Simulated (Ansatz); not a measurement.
# FeHNO3 (FeO3(NH)): the cost of one run

Computed with Ansatz 0.2.0. Level: RKS PBE0-D4/def2-SVP.

## (1) Where the work starts

6 atoms, charge 0, spin multiplicity 1.

Atoms are counted from 1 here; the program's logs count them from 0.

Bond lengths: Fe1–O2 1.597 Å, Fe1–O3 1.580 Å, Fe1–O4 1.596 Å, Fe1–N5 1.670 Å, N5–H6 1.047 Å. Angles: O2–Fe1–O3 111.8°, O2–Fe1–O4 108.0°, O2–Fe1–N5 109.1°, O3–Fe1–O4 111.7°, O3–Fe1–N5 107.1°, O4–Fe1–N5 109.0°, Fe1–N5–H6 112.8°.

As a file:

```xyz
6

Fe    0.2662    0.2988    0.0862
O     0.0847    0.2177    1.6707
O     1.7789    0.5035   -0.3206
O    -0.6567    1.4821   -0.4573
N    -0.2359   -1.1406   -0.5948
H    -1.2372   -1.3616   -0.3841
```

This geometry comes from a loose relaxation at PBE in a small basis, which is not shown.

## (3) Plan of the scan

- bond length Fe1–O2: 9 values from 1.346 to 2.192 Å
- bond length Fe1–O3: 9 values from 1.296 to 2.006 Å

Nothing else is relaxed (all other coordinates rigid). Energies count from the relaxed molecule at the same level.

(The set-up runs are not shown.)

## (4) The run at bond length Fe1–O2 = 1.875 Å, bond length Fe1–O3 = 1.562 Å

Contents of input.yaml:

```yaml
crystal:
  periodic: [false, false, false]
  atoms:
    - { symbol: Fe, position_ang: [0.266907, 0.292243, 0.081152] }
    - { symbol: O, position_ang: [0.037437, 0.186302, 1.939039] }
    - { symbol: O, position_ang: [1.763216, 0.498677, -0.316705] }
    - { symbol: O, position_ang: [-0.649776, 1.444405, -0.450821] }
    - { symbol: "N", position_ang: [-0.222211, -1.122713, -0.591263] }
    - { symbol: H, position_ang: [-1.215133, -1.313864, -0.359602] }
basis:
  gaussian: { orbitals: def2-SVP }
hamiltonian:
  xc: pbe0
  dispersion: d4
output:
  forces: true
```

Run with:

```bash
> ansatz run input.yaml --threads 1 --pin off --max-ram 2560MiB --backend cpu --events-out ev --progress --plain --runs-dir out
```

What time and memory should one allow on 1 thread of Arm Neoverse V2, shared host?

About 5.5 s, with a peak of 0.18 GiB.
